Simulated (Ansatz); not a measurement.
TaV:

```
CELL_PARAMETERS angstrom
1.60670 -2.30777 0.00000
1.60670 2.30777 0.00000
0.00000 0.00000 4.34136
ATOMIC_POSITIONS crystal
Ta 0.00000 0.00000 0.00000
V 0.50000 0.50000 0.50000
```

The cell comes from a database or a generator and needn't be the stable form of this composition.

| Property | Result |
| --- | --- |
| Program | Ansatz 0.2.0 |
| Task | relaxation of cell and atoms |
| Functional | LDA |
| Potentials or basis | Ansatz PAW |
| Cutoff | 420 eV (not typed: the program's choice for these potentials) |
| k mesh | 7 × 7 × 5 |
| Occupations | fermi-dirac, width 0.05 eV |
| Spin | collinear spin, ferromagnetic start |
| Starting moments | [0.0, 2.0] μB |

At the start: volume 16.10 Å³/atom.

Q: Where does the relaxation end?

A: It ends after 8 steps and the volume is 15.02 Å³/atom (-6.7 %); space group Cmmm (No. 65, to 0.05 Å); moment 0.00 μB per cell.

The path:
```csv
step,energy change (eV),largest force (eV/Å),volume (Å³)
1,0.0000,0.0000,32.19
2,-0.0059,0.0000,28.18
3,-0.0897,0.0000,30.24
4,-0.0907,0.0000,30.05
5,-0.0908,0.0000,30.03
6,-0.0908,0.0000,30.03
7,-0.0908,0.0000,30.04
8,-0.0903,0.0000,30.04
```

Final structure:
```yaml
crystal:
  lattice:
    - [1.56356, -2.26363, 0.00000]
    - [1.56356, 2.26363, 0.00000]
    - [0.00000, 0.00000, 4.24354]
  atoms:
    - { symbol: Ta, position: [0.00000, 0.00000, 0.00000] }
    - { symbol: V, position: [0.50000, 0.50000, 0.50000] }
```

Caveat: the plane-wave basis is chosen anew once the cell has moved, so the energies of steps on either side of that aren't comparable; the PAW data sets come from PBE, with cores solved anew for the run's functional, which leaves a small shift of forces and pressure; the starting moments weren't kept.
